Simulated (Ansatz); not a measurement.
# C2H3ClSn: how energies converge with the basis set

How large a basis does C2H3ClSn need? Two functionals are run in growing sets.

The runs use Ansatz 0.2.0, Gaussian basis; one geometry, several basis sets.

Levels to be run: PBE0-D4/def2-SVP; ωB97M-V/def2-SVP; PBE0-D4/def2-QZVPP; ωB97M-V/def2-QZVPP; the functionals' def2-TZVPP values are taken from earlier runs.

## 1. The relaxed structure

An earlier PBE0-D4 in a triple-zeta def2 set relaxation fixed the geometry. Sn takes the def2 core potential; no spin-orbit term is included.

SMILES `C#[C][SnH2][Cl]`, 7 atoms, charge 0, spin multiplicity 1.

Atoms are counted from 1 here; the program's logs count them from 0.

Bond lengths: C1–C2 1.206 Å, C1–H5 1.066 Å, C2–Sn3 2.070 Å, Sn3–Cl4 2.326 Å, Sn3–H6 1.696 Å, Sn3–H7 1.696 Å. Angles: C2–C1–H5 179.6°, C1–C2–Sn3 179.3°, C2–Sn3–Cl4 106.5°, C2–Sn3–H6 110.5°, C2–Sn3–H7 110.5°, Cl4–Sn3–H6 106.8°, Cl4–Sn3–H7 106.8°, H6–Sn3–H7 115.2°.

## 2. PBE0-D4 in def2-SVP

File in.yaml:

```yaml
crystal:
  periodic: [false, false, false]
  atoms:
    - {symbol: C, position_ang: [0.327744, -2.043462, 0.647256]}
    - {symbol: C, position_ang: [0.191180, -0.891095, 0.319750]}
    - {symbol: Sn, position_ang: [-0.023658, 1.094371, -0.225957]}
    - {symbol: Cl, position_ang: [-1.694483, 1.157267, -1.843485]}
    - {symbol: H, position_ang: [0.443837, -3.064399, 0.932685]}
    - {symbol: H, position_ang: [-0.577050, 2.014834, 1.086707]}
    - {symbol: H, position_ang: [1.393728, 1.664485, -0.962556]}
basis:
  gaussian: {orbitals: def2-SVP}
hamiltonian: {xc: pbe0, dispersion: d4}
output: {orbitals: {seedname: orbitals}}
```

The run is started by

```console
> ansatz run in.yaml --threads 2 --pin off --events-out ev --progress --plain --max-ram 32768MiB --backend cpu
```

The runs that follow: ωB97M-V in def2-SVP; PBE0-D4 in def2-QZVPP; ωB97M-V in def2-QZVPP.

**Question.** What will the summary of the whole plan be? Wanted: PBE0-D4: double and triple zeta above quadruple; ωB97M-V: double and triple zeta above quadruple.

As calculated:

| quantity | value |
| --- | --- |
| PBE0-D4: double and triple zeta above quadruple | 7.57, 0.54 eV |
| ωB97M-V: double and triple zeta above quadruple | 7.63, 0.51 eV |

In words: For PBE0-D4 the step from double to triple zeta gains 7.03 eV and the next only 0.54 eV. These are total energies; as a rule much of such shifts cancels in differences, which this series doesn't test. The LUMO of ωB97M-V is positive and keeps falling with the basis (1.02 to 0.50 eV): an unbound level that the basis holds in place.
